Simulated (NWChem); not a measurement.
**doublet BaS+: levels of theory compared**

We compute a comparison of 3 runs (UHF/def2-TZVP, UMP2/def2-TZVP, UCCSD/def2-TZVP) of doublet BaS+. 

The results are computed with NWChem 7.3.0.

### Step 1. The system as given

The species is BaS+ (2 atoms), meant as a doublet with charge +1. SMILES of the parent species: `[S][Ba]`. The bond length is the one measured for the parent species. That shape belongs to the parent species and isn't relaxed for this state.

Bond lengths: S1–Ba2 2.507 Å.

### Step 2. The energy at UHF/def2-TZVP (core potential) (run 1)

geom.nw reads:

```
start geom
memory total 2200 mb
charge 1

geometry units bohr noautosym nocenter noautoz
  S      0.00000000     0.00000000     0.00000000
  Ba     0.00000000     0.00000000     4.73829928
end

basis spherical bse
  * library def2-TZVP
end

ecp bse
  Ba library def2-TZVP
end

scf
  nopen 1
  uhf
  thresh 1e-08
  maxiter 80
end

task scf energy
```

The run is started by

```console
nwchem geom.nw > geom.out
```

Standard output:

```text
[...]
  functions       =    77
[...]
  wavefunction    = UHF
[...]
         Total SCF energy =   -422.495543810056
      One electron energy =   -654.981476955651
      Two electron energy =    198.718543087448
 Nuclear repulsion energy =     33.767390058148
                       Sz =      0.5000
                 Sz(Sz+1) =      0.7500
                      S^2 =      0.7641
[...]
```

Run time: 20 s. Hardware: 1 thread of Intel Xeon 6975P-C (Granite Rapids), shared host; peak memory 0.097 GiB.

### Step 3. The energy at UMP2/def2-TZVP (core potential) (run 2)

bas.nw reads:

```
START bas
TITLE "BaS"
memory stack 880 mb heap 220 mb global 1100 mb
charge 1

GEOMETRY units au noautosym nocenter noautoz
 S   0.00000000  0.00000000  0.00000000
 Ba  0.00000000  0.00000000  4.73829928
END

BASIS spherical bse
 * library def2-TZVP
END

ECP bse
 Ba library def2-TZVP
END

SCF
 nopen 1
 uhf
 thresh 1e-08
 maxiter 80
END

MP2
 freeze core 5
 tight
END

TASK mp2 energy
```

The run is started by

```console
nwchem bas.nw > bas.out
```

Standard output:

```text
[...]
  functions       =    77
[...]
  wavefunction    = UHF
[...]
         Total SCF energy =   -422.495543810056
      One electron energy =   -654.981476955651
      Two electron energy =    198.718543087448
 Nuclear repulsion energy =     33.767390058148
                       Sz =      0.5000
                 Sz(Sz+1) =      0.7500
                      S^2 =      0.7641
[...]
          Total MP2 energy          -422.786862181054
[...]
```

Wall time 25 s (1 thread of Intel Xeon 6975P-C (Granite Rapids), shared host); peak memory 0.15 GiB.

### Step 4. The energy at UCCSD/def2-TZVP (core potential) (run 3)

nw.nw reads:

```
start nw
title "BaS"
memory stack 880 mb heap 220 mb global 1100 mb
charge 1

geometry units angstroms noautosym nocenter noautoz
S        0.000000       0.000000       0.000000
Ba       0.000000       0.000000       2.507400
end

basis "ao basis" spherical bse
* library def2-TZVP
end

ecp bse
Ba library def2-TZVP
end

scf
doublet
uhf
thresh 1e-08
maxiter 80
end

tce
scf
ccsd
freeze core 5
maxiter 60
end

task tce energy
```

The run is started by

```console
nwchem nw.nw > nw.out
```

Standard output:

```text
[...]
  functions       =    77
[...]
  wavefunction    = UHF
[...]
         Total SCF energy =   -422.495543799760
      One electron energy =   -654.981481562090
      Two electron energy =    198.718545308014
 Nuclear repulsion energy =     33.767392454316
                       Sz =      0.5000
                 Sz(Sz+1) =      0.7500
                      S^2 =      0.7641
[...]
         Wavefunction type : Unrestricted Hartree-Fock
          No. of electrons :    25
[...]
         Spin multiplicity : doublet
[...]
 CCSD total energy / hartree       =      -422.820227547686102
[...]
```

Wall time 44 s (1 thread of Intel Xeon 6975P-C (Granite Rapids), shared host); peak memory 1 GiB.

### Step 5. Overview of the runs

| run | level | module | frozen core orbitals | energy (Eh) | HOMO energy (eV) | LUMO energy (eV) | ⟨S²⟩ | wall time |
| --- | --- | --- | --- | --- | --- | --- | --- | --- |
| 1 | UHF/def2-TZVP (core potential) | scf | – | -422.495544 | -13.46 | -4.42 | 0.764 | 20 s |
| 2 | UMP2/def2-TZVP (core potential) | mp2 | 5 | -422.786862 | -13.46 | -4.42 | 0.764 | 25 s |
| 3 | UCCSD/def2-TZVP (core potential) | tce | 5 | -422.820228 | -13.46 | -4.42 | 0.764 | 44 s |

### Step 6. Summary of results

| quantity | value |
| --- | --- |
| run 3: total energy | -422.82023 Eh |
| run 3: HOMO energy (Hartree–Fock orbitals) (highest over α and β) | -13.46 eV |
| run 3: LUMO energy (Hartree–Fock orbitals) (lowest over α and β) | -4.42 eV |
| run 3: correlation energy (5 core orbitals frozen) | -324.7 mEh |
| run 3: ⟨S²⟩ of the reference determinant | 0.764 |

What this shows: Below the UHF energy at the same shape and in the same basis (def2-TZVP): UMP2 -291.3 mEh; UCCSD -324.7 mEh. All runs together took 88 s, the longest 44 s.
